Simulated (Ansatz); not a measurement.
**C₂H₇B₂F: up Jacob's ladder to CCSD(T)**

One table from this session's results is given with a row withheld; the runs are named, their logs left out.

Computed with Ansatz 0.2.0, Gaussian basis. Level: functionals in def2-TZVPP, the program's frozen cores in correlated methods.

Plan: PBE-D4, r2SCAN-D4, PBE0-D4, B3LYP-D4, ωB97X-V, ωB97M-V, B2PLYP; CCSD(T)/def2-TZVPP; MP2/def2-QZVPP; extrapolation to the limit.

**The geometry**

The geometry comes from an earlier relaxation with PBE0-D4 in a triple-zeta def2 set; it is a stationary point, not always the lowest conformer.

SMILES `BCB(C)F`, 12 atoms, charge 0, spin multiplicity 1.

Atoms are counted from 1 here; the program's logs count them from 0.

Bond lengths: B1–C2 1.546 Å, B1–H6 1.197 Å, B1–H7 1.199 Å, C2–B3 1.574 Å, C2–H8 1.098 Å, C2–H9 1.091 Å, B3–C4 1.560 Å, B3–F5 1.335 Å, C4–H10 1.091 Å, C4–H11 1.093 Å, C4–H12 1.098 Å. Angles: C2–B1–H6 121.3°, C2–B1–H7 120.2°, H6–B1–H7 118.5°, B1–C2–B3 107.7°, B1–C2–H8 108.7°, B1–C2–H9 113.5°, B3–C2–H8 104.8°, B3–C2–H9 109.9°, H8–C2–H9 111.8°, C2–B3–C4 125.0°, C2–B3–F5 117.2°, C4–B3–F5 117.8°, B3–C4–H10 113.5°, B3–C4–H11 111.7°, B3–C4–H12 108.3°, H10–C4–H11 109.5°, H10–C4–H12 107.3°, H11–C4–H12 106.2°.

The first run:

File in.yaml:

```yaml
crystal:
  periodic: [false, false, false]
  atoms:
    - {symbol: B, position_ang: [-1.629310, 0.823216, 0.174177]}
    - {symbol: C, position_ang: [-0.496193, 0.212882, 1.030986]}
    - {symbol: B, position_ang: [0.805595, 0.178503, 0.146657]}
    - {symbol: C, position_ang: [1.129568, -0.904441, -0.928713]}
    - {symbol: F, position_ang: [1.704906, 1.144174, 0.347550]}
    - {symbol: H, position_ang: [-1.987280, 1.954320, 0.331401]}
    - {symbol: H, position_ang: [-2.137743, 0.179212, -0.699589]}
    - {symbol: H, position_ang: [-0.730446, -0.841609, 1.225535]}
    - {symbol: H, position_ang: [-0.303203, 0.762296, 1.953911]}
    - {symbol: H, position_ang: [0.254190, -1.467157, -1.255576]}
    - {symbol: H, position_ang: [1.631143, -0.473596, -1.799087]}
    - {symbol: H, position_ang: [1.835673, -1.623202, -0.493353]}
basis:
  gaussian: {orbitals: def2-TZVPP}
hamiltonian: {xc: pbe, dispersion: d4}
output: {forces: true, orbitals: {seedname: orbitals}}
```

Started as:

```bash
$ ansatz run in.yaml --threads 4 --pin off --events-out ev --progress --plain --max-ram 10444MiB
```

Among the steps run: PBE-D4 (GGA); r2SCAN-D4 (meta-GGA); PBE0-D4 (hybrid); B3LYP-D4 (hybrid); ωB97X-V (range-separated); ωB97M-V (range-separated); B2PLYP (double hybrid); CCSD(T) in def2-TZVPP; MP2 in def2-QZVPP.

One of the session's tables, all rows but one given; the rest of the session is left out.

```
            method  atomisation energy (kJ/mol)
            PBE-D4                       4827.5
         r2SCAN-D4                       4781.8
           PBE0-D4                       4775.5
          B3LYP-D4                       4761.2
           ωB97X-V                            ?
           ωB97M-V                       4769.0
            B2PLYP                       4717.6
     HF/def2-TZVPP                       3714.4
    MP2/def2-TZVPP                       4712.4
   CCSD/def2-TZVPP                       4585.0
CCSD(T)/def2-TZVPP                       4635.6
           MP2/CBS                       4803.3
       CCSD(T)/CBS                       4726.4
```

Q: Estimate the row for ωB97X-V from the others.

As computed: atomisation energy (kJ/mol): 4752.6. In the column «atomisation energy (kJ/mol)» it lies between CCSD(T)/CBS (4726.4) and B3LYP-D4 (4761.2).

To keep in mind: Free atoms (2 B, 2 C, 1 F, 7 H) were run apart at each level; the atomisation energy is their sum less the molecule, without zero-point or spin-orbit terms.
